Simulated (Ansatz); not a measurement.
This script drives Ansatz 0.2.0 through its Python package.

`nasr2oso6.extxyz`
```text
10
Lattice="0.0 4.09288017 4.09288017 4.09288017 0.0 4.09288017 4.09288017 4.09288017 0.0" Properties=species:S:1:pos:R:3 pbc="T T T"
Na    4.09288017    4.09288017    4.09288017
Sr    2.04644008    2.04644008    2.04644008
Sr    6.13932025    6.13932025    6.13932025
Os    0.00000000    0.00000000    0.00000000
O     1.89728734    4.09288017    4.09288017
O     6.28847299    4.09288017    4.09288017
O     4.09288017    1.89728734    4.09288017
O     4.09288017    6.28847299    4.09288017
O     4.09288017    4.09288017    1.89728734
O     4.09288017    4.09288017    6.28847299
```

The script, `run_report.py`:
```python
from collections import Counter
from pathlib import Path
import warnings

import ansatz
from ase.data import atomic_numbers
import numpy as np
from pymatgen.core import Structure
from scipy.ndimage import map_coordinates
import spglib


def main() -> None:
    warnings.simplefilter("ignore", ansatz.DeckWarning)

    xtal = ansatz.Crystal.from_extxyz("nasr2oso6.extxyz")

    model = (
        xtal.calculation()
        .functional(ansatz.Functional.PBESOL)
        .pseudopotentials("paw")
        .kpoints(6)
        .occupations(ansatz.OccupationsMethod.METHFESSEL_PAXTON)
        .density()
        .density_of_states(energy_step=0.05)
        .stress()
        .electron_localization_function()
        .output_files(volumetric_format="npy")
    )
    result = model.run(threads=1, backend="cpu")
    report = result.report

    for key in ("converged", "n_iterations", "n_electrons", "n_kpoints", "n_pw", "n_symmetry_ops", "free_energy_ev", "fermi_energy_ev"):
        print(f"{key:18s} {report[key]}")

    spg_cell = (result.lattice.cell_ang, [s.position_frac for s in result.lattice.sites], [atomic_numbers[s.symbol] for s in result.lattice.sites])
    found = spglib.get_symmetry_dataset(spg_cell, symprec=1e-3)
    print(found.international, found.number, "point group", found.pointgroup)
    for site, letter, group in zip(result.lattice.sites, found.wyckoffs, found.site_symmetry_symbols):
        print(f"  {site.symbol:2s} Wyckoff {letter}  site symmetry {group}")

    final = Structure(result.lattice.cell_ang, [s.symbol for s in result.lattice.sites], [s.position_frac for s in result.lattice.sites])
    rho = result.density()
    total = sum(channel.density_e_per_ang3 for channel in rho.channels[:2])
    grid_cell = np.asarray(rho.fft_grid_basis) @ result.lattice.cell_ang
    partner = min(final.get_neighbors(final[0], 5.0), key=lambda n: n.nn_distance)
    line = np.linspace(final[0].coords, partner.coords, 11)
    points = (line @ np.linalg.inv(grid_cell)) * rho.dims
    values = map_coordinates(total, points.T, order=3, mode="grid-wrap")
    print(f"from {final[0].specie} to {partner.specie}, {partner.nn_distance:.3f} A")
    for t, value in zip(np.linspace(0, partner.nn_distance, 11), values):
        print(f"{t:7.3f} A  {value:9.4f} e/A^3")

    dos = result.density_of_states()
    energy = np.asarray(dos.energies_ev) - dos.fermi_ev
    states, count = np.asarray(dos.spin_summed_g_bin_mean_per_ev), np.asarray(dos.spin_summed_integrated)
    g_fermi = float(np.interp(0.0, energy, states))
    print(f"g(E_F) = {g_fermi:.3f} states/eV per cell")
    gamma = np.pi ** 2 / 3 * 8.617333e-5 ** 2 * g_fermi * 96485.33e3 / len(result.lattice.sites)
    print(f"bare Sommerfeld coefficient {gamma:.2f} mJ/(mol of atoms K^2)")
    for low, high in ((-10, -6), (-6, -3), (-3, 0), (0, 3)):
        print(f"states between {low} and {high} eV: {np.interp(high, energy, count) - np.interp(low, energy, count):.3f}")

    principal = np.linalg.eigvalsh(np.array(report["stress_gpa"]))
    mises = np.sqrt(0.5 * sum((principal[i] - principal[i - 1]) ** 2 for i in range(3)))
    print("principal stresses (GPa, compression positive):", np.round(principal, 3))
    print(f"mean {principal.mean():.3f} GPa, von Mises {mises:.3f} GPa, PV = {principal.mean() * report['setup']['cell_volume_ang3'] / 160.21766:.4f} eV")

    for index, site in enumerate(final):
        near = final.get_neighbors(site, 4.5)
        edge = 1.15 * min(n.nn_distance for n in near)
        shell = Counter((round(n.nn_distance, 2), n.specie.symbol) for n in near if n.nn_distance < edge)
        print(f"{index:2d} {site.specie.symbol:2s}", ", ".join(f"{count} {symbol} at {d:.2f}" for (d, symbol), count in sorted(shell.items())))

    folder = Path(result.write_results("elf"))
    elf = np.load(folder / "elf.npy")
    peak = np.unravel_index(elf.argmax(), elf.shape)
    print(f"largest ELF {elf.max():.3f} at grid fractions", np.round(np.array(peak) / elf.shape, 3))
    for level in (0.2, 0.5, 0.7, 0.8, 0.9):
        print(f"share of the cell with ELF over {level}: {np.mean(elf > level):.3f}")


if __name__ == "__main__":
    main()
```

It is started by `python run_report.py`. How long does it take on 1 thread of Arm Neoverse N1, with other jobs on the host, and how much memory does it need?

It took about 18 s, with a peak of 0.52 GiB, for 1 run of the engine.

```console
$ python run_report.py
converged          True
n_iterations       8
n_electrons        81.0
n_kpoints          16
n_pw               2733
n_symmetry_ops     48
free_energy_ev     -23080.967439725562
fermi_energy_ev    9.095966055169463
Fm-3m 225 point group m-3m
  Na Wyckoff b  site symmetry m-3m
  Sr Wyckoff c  site symmetry -43m
  Sr Wyckoff c  site symmetry -43m
  Os Wyckoff a  site symmetry m-3m
  O  Wyckoff e  site symmetry 4m.m
  O  Wyckoff e  site symmetry 4m.m
  O  Wyckoff e  site symmetry 4m.m
  O  Wyckoff e  site symmetry 4m.m
  O  Wyckoff e  site symmetry 4m.m
  O  Wyckoff e  site symmetry 4m.m
from Na to O, 2.196 A
  0.000 A    20.7662 e/A^3
  0.220 A    16.4922 e/A^3
  0.439 A     7.1471 e/A^3
  0.659 A     1.2260 e/A^3
  0.878 A     0.2549 e/A^3
  1.098 A     0.2166 e/A^3
  1.317 A     0.4954 e/A^3
  1.537 A     1.4063 e/A^3
  1.756 A     3.8687 e/A^3
  1.976 A     6.7469 e/A^3
  2.196 A     7.6272 e/A^3
g(E_F) = 7.231 states/eV per cell
bare Sommerfeld coefficient 1.70 mJ/(mol of atoms K^2)
states between -10 and -6 eV: 10.034
states between -6 and -3 eV: 10.182
states between -3 and 0 eV: 16.744
states between 0 and 3 eV: 5.040
principal stresses (GPa, compression positive): [-6.751 -6.751 -6.751]
mean -6.751 GPa, von Mises 0.000 GPa, PV = -5.7781 eV
 0 Na 6 O at 2.20
 1 Sr 12 O at 2.90
 2 Sr 12 O at 2.90
 3 Os 6 O at 1.90
 4 O  1 Os at 1.90
 5 O  1 Os at 1.90
 6 O  1 Os at 1.90
 7 O  1 Os at 1.90
 8 O  1 Os at 1.90
 9 O  1 Os at 1.90
largest ELF 0.870 at grid fractions [0.2   0.325 0.35 ]
share of the cell with ELF over 0.2: 0.505
share of the cell with ELF over 0.5: 0.307
share of the cell with ELF over 0.7: 0.182
share of the cell with ELF over 0.8: 0.091
share of the cell with ELF over 0.9: 0.000
```

Reading the output:
- Total energies depend on the potentials; only differences at equal settings carry meaning. A total without «per atom» is that of the cell as typed.
- The cell holds an odd number of electrons and is run without spin, so a magnetic state may lie lower.
- For a metal this k-point mesh is coarse: on a finer one energies can move by several to tens of meV an atom and pressures by half a GPa or more, differences at one mesh by less.
- An absolute Fermi energy rests on an arbitrary zero of the periodic potential and has no direct meaning.
- Spin-orbit coupling, which matters for elements this heavy, is left out.
- Densities and potentials on the grid are those of the valence electrons, and inside the cores they hang on the potentials used.
- At these settings the cell as given stands under about -7 GPa, so it isn't at this functional's equilibrium volume.
- The structure comes from a database of computed cells and needn't be a stable or known phase.
- The computed bands are complete only to about 5.7 eV above the Fermi level; beyond that the density of states is undercounted.

(Lines on the test bed's own set-up are left out of the output.)
